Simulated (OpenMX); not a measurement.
HPbNO4 under changes of volume

One of the cells (14.059 Å³/atom); the others are scaled copies at fixed shape and fractional positions:

```
H Pb N O
1.0
     3.85707    0.00178   -0.03658
     0.17353    4.33436   -0.01647
     0.75803    0.83873    5.87662
H Pb N O
1 1 1 4
Direct
  0.61511 0.89559 0.19844
  0.64597 0.44651 0.91685
  0.71474 0.23810 0.50058
  0.16958 0.47007 0.77768
  0.62919 0.97045 0.49845
  0.56424 0.92583 0.03849
  0.78022 0.42250 0.31951
```

The cell was built by a generator and needn't be a form met in nature.

- Program: OpenMX 3.8.5
- Functional: LDA
- Potentials or basis: OpenMX 2013 LDA set, H6.0-s2p1, Pb8.0-s3p2d2f1, N6.0-s2p2d1, O6.0-s2p2d1, fixed grid of 50 × 56 × 80 points
- k mesh: 7 × 7 × 5
- Occupations: fermi-dirac, width 0.05 eV
- Spin: no spin polarisation

| volume (Å³/atom) | energy over the lowest point (meV/atom) | gap on the mesh (eV) | largest force (eV/Å) |
| --- | --- | --- | --- |
| 13.215 | ? | ? | ? |
| 13.496 | 0.00 | 0.44 | 2.394 |
| 13.778 | 1.22 | 0.42 | 1.685 |
| 14.059 | 5.88 | 0.40 | 1.023 |
| 14.340 | 13.61 | 0.38 | 0.413 |
| 14.621 | 24.09 | 0.36 | 0.538 |
| 14.902 | 36.99 | 0.35 | 0.913 |

**Question.** What does the run at 13.215 Å³/atom give?

**Answer.** Energy over the lowest point 2.65 meV/atom; gap on the mesh 0.47 eV; largest force 3.156 eV/Å.

Worked out: A Birch-Murnaghan fit of order 3 (a polynomial in V^(-2/3)) to the other rows has its minimum at 13.54 Å³/atom with B0 = V·E''(V) = 104 GPa and B' = 4.6 at fixed shape and positions, which overstates the stiffness. It gives 2.66 meV/atom at 13.215 Å³/atom, against the run's 2.65. A straight line through the other rows of the gap, of slope -0.938 eV per unit of ln V, extrapolates to 0.46 eV, against the run's 0.47.

Energies are extrapolated to zero smearing.

Caveats: the basis has few d functions beyond the semicore shells, which can make volumes several per cent too large; spin-orbit coupling is left out, which as a rule narrows the gap of such compounds by several tenths of an eV; an odd mesh through Γ misses points on the zone boundary, where band edges often lie; the basis of atomic orbitals isn't converged, which shifts pressures, moduli and gaps; forces of over 1 eV/Å show positions far from the minimum, so gaps and moduli don't describe the material at rest (some runs).
